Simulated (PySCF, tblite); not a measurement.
# C₆H₁₂GeO: geometry, infrared bands and NMR shifts

What infrared bands and NMR shifts should C₆H₁₂GeO (`[GeH3][CH2][C@H]1CC=CCO1`) show?

Computed with tblite 0.8.0 and PySCF 2.14.0, with density-fitted response routines of our own, on a single molecule in the gas phase. Atoms count from 0, in the outputs and in this text.

## 1. The starting structure

20 atoms, charge 0, multiplicity 1; geometry from: force field or distance geometry start.

Bonds of the start (Å): Ge0–C1 1.95, C1–C2 1.53, C2–C3 1.51, C3–C4 1.52, C4–C5 1.35, C5–C6 1.49, C6–O7 1.36, O7–C2 1.38, Ge0–H8 1.55, Ge0–H9 1.57, Ge0–H10 1.56, C1–H11 1.12, C1–H12 1.08, C2–H13 1.12, C3–H14 1.09, C3–H15 1.10, C4–H16 1.06, C5–H17 1.08, C6–H18 1.12, C6–H19 1.10.

## 2. Optimising the geometry with GFN2-xTB

What the job is given:

```
{"job": {"kind": "relax", "xc": "GFN2-xTB", "basis": "xTB"}, "charge": 0, "multiplicity": 1}
Ge    -2.804700     0.541700     0.361800
C     -1.478600    -0.296300    -0.796800
C     -0.211200    -0.408800     0.061300
C      0.877600    -1.043900    -0.761500
C      2.083000    -1.012200     0.162900
C      2.306400     0.198300     0.707600
C      1.362700     1.295000     0.350200
O      0.088100     0.853300     0.526400
H     -2.164400     0.890500     1.728700
H     -3.972200    -0.465200     0.655500
H     -3.346300     1.823700    -0.338700
H     -1.817800    -1.312900    -1.129200
H     -1.278200     0.364200    -1.631500
H     -0.415500    -1.098400     0.914500
H      0.698900    -2.088700    -1.005900
H      1.102700    -0.412600    -1.630200
H      2.694900    -1.860100     0.339400
H      3.144000     0.341100     1.376500
H      1.523500     1.457000    -0.745000
H      1.601900     2.245100     0.851000
```

Launch:

```
OMP_NUM_THREADS=1 python probes_run.py task.json out
```

The driver reads the jobs from task.json and runs them one after another.

**Question.** This job is followed by: GFN2-xTB harmonic vibrations, gas phase; GIAO PBE0/pcSseg-1 NMR shielding, non-relativistic, gas phase. Predict these results of the whole session: strongest single infrared mode (GFN2-xTB); zero-point energy (GFN2-xTB); 13C shifts against TMS (PBE0/pcSseg-1); 1H shifts against TMS (PBE0/pcSseg-1, means over atoms taken as alike); 73Ge shifts against GeMe4 (PBE0/pcSseg-1); 17O shifts against H2O (PBE0/pcSseg-1).

As calculated:

| quantity | value |
| --- | --- |
| strongest single infrared mode (GFN2-xTB) | 2114 cm⁻¹, 407 km/mol |
| zero-point energy (GFN2-xTB) | 99.5 kcal/mol |
| 13C shifts against TMS (PBE0/pcSseg-1) | 134.1, 132.4, 72.2, 70.3, 38.8, 23.3 ppm |
| 1H shifts against TMS (PBE0/pcSseg-1, means over atoms taken as alike) | 6.16, 5.90, 4.43, 4.41, 3.49, 3.32, 2.13, 2.03, 1.54, 1.26 ppm |
| 73Ge shifts against GeMe4 (PBE0/pcSseg-1) | -250 ppm |
| 17O shifts against H2O (PBE0/pcSseg-1) | 67.4 ppm |

**Reading.** The optimisation took 113 steps and gained 0.801 eV; among the close pairs (by a distance rule), Ge0–H10 changed most, from 1.558 to 1.487 Å. No mode is imaginary among the 54: a minimum at this level. The strongest single mode, at 2114 cm⁻¹, moves mainly H10. Unscaled tight-binding wavenumbers are off by several per cent, some by more. Its intensities can rank the bands wrongly. Spin-orbit coupling is left out, which matters for shieldings and couplings at and beside the heavy atoms.
